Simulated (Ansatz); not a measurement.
Write a Python script for Ansatz's Python interface that makes a relaxation driven by ASE of ZnNi, space group P4/mmm. Use (first run): PBEsol, PAW, cutoff 630 eV, 8×8×7 k-points, Gaussian smearing of 0.1 eV, collinear spin, D4 dispersion.

```xyz
2
Lattice="2.7542 0.0000 0.0000 0.0000 2.7542 0.0000 0.0000 0.0000 3.2140" Properties=species:S:1:pos:R:3 pbc="T T T"
Zn    1.3771    1.3771    1.6070
Ni    0.0000    0.0000    0.0000
```

The script, `ase_relax_znni.py`:
```python
# -*- coding: utf-8 -*-
"""Relax ZnNi with an ASE optimiser on Ansatz forces."""

import warnings

import ansatz as az
from ase import Atoms
from ase.calculators.calculator import Calculator, all_changes
from ase.filters import FrechetCellFilter
from ase.optimize import BFGS
from ase.units import GPa
import numpy as np


class AnsatzEngine(Calculator):
    implemented_properties = ["energy", "free_energy", "forces", "stress"]

    def calculate(self, atoms=None, properties=("energy",), system_changes=all_changes):
        super().calculate(atoms, properties, system_changes)
        bare = self.atoms.copy()
        bare.set_constraint()
        bare.set_momenta(None)
        job = (
            az.Crystal.from_ase(bare).calculation()
            .functional("PBEsol", dispersion="d4")
            .basis(630)
            .kpoints(8, 8, 7)
            .occupations("gaussian")
            .spin("collinear")
            .eigensolver("auto")
            .scf(tolerance=1e-09)
            .forces()
            .stress()
        )
        report = job.run(threads=1, pin="off").report
        self.results["free_energy"] = report["lagrangian_ev"]
        self.results["energy"] = report.get("lagrangian_sigma0_ev", report["lagrangian_ev"])
        self.results["forces"] = np.array(report["forces_ev_ang"])
        s = -np.array(report["stress_gpa"]) * GPa  # ASE counts tension as positive
        self.results["stress"] = s[[0, 1, 2, 1, 0, 0], [0, 1, 2, 2, 2, 1]]

warnings.simplefilter("ignore")
atoms = Atoms(
    ["Zn", "Ni"],
    cell=[[2.754181, 0.0, 0.0], [0.0, 2.754181, 0.0], [0.0, 0.0, 3.214]],
    scaled_positions=[
        [0.5, 0.5, 0.5],
        [0.0, 0.0, 0.0],
    ],
    pbc=True,
)
atoms.set_initial_magnetic_moments([0.0, 2.0])
atoms.calc = AnsatzEngine()
before = atoms.get_potential_energy(), atoms.get_volume()
target = FrechetCellFilter(atoms)
optimiser = BFGS(target, logfile=None)


def tell():
    fmax = np.linalg.norm(target.get_forces(), axis=1).max()
    print(f"step {optimiser.nsteps:2d}  E = {atoms.get_potential_energy():.5f} eV  fmax = {fmax:.4f}  V = {atoms.get_volume():.3f} A^3")


optimiser.attach(tell)
met = optimiser.run(fmax=0.03, steps=12)
print("threshold met:", bool(met), " energy gained:", round(before[0] - atoms.get_potential_energy(), 5), "eV")
print("cell lengths and angles:", np.round(atoms.cell.cellpar(), 3))
print(np.round(atoms.get_scaled_positions(), 4))
```

```console
$ python ase_relax_znni.py
step  0  E = -9086.83785 eV  fmax = 0.9457  V = 24.380 A^3
step  1  E = -9086.86899 eV  fmax = 0.7467  V = 23.914 A^3
step  2  E = -9086.91228 eV  fmax = 0.1947  V = 22.333 A^3
step  3  E = -9086.91326 eV  fmax = 0.0787  V = 22.532 A^3
step  4  E = -9086.91344 eV  fmax = 0.0771  V = 22.531 A^3
step  5  E = -9086.91574 eV  fmax = 0.0189  V = 22.522 A^3
threshold met: True  energy gained: 0.07789 eV
cell lengths and angles: [ 2.65   2.65   3.206 90.    90.    90.   ]
[[0.5 0.5 0.5]
 [0.  0.  0. ]]
```

Reading the output:
- These settings explore the input space; cutoff and mesh may be short of convergence.
- The SCF didn't keep the moments it started from (some shrank, vanished or turned); what is printed is the state reached.
- Dispersion corrections can be off by several per cent in the lattices of metals, and by several GPa in the pressure at a fixed cell.
- The mesh is modest for a metal, so energies can be off by several to tens of meV an atom and pressures by half a GPa or more; differences at equal mesh fare better.
- At these settings the cell as given stands under about -12 GPa, so it isn't at this functional's equilibrium volume.
- The starting cell is as deposited in a crystallographic database; the results hold for this polymorph, which needn't be the stable one.
- The script silences warnings, which a real study should read.
- Wall time of the script: 49 s on 1 thread of Arm Neoverse V2 (shared host), peak memory 0.51 GiB.
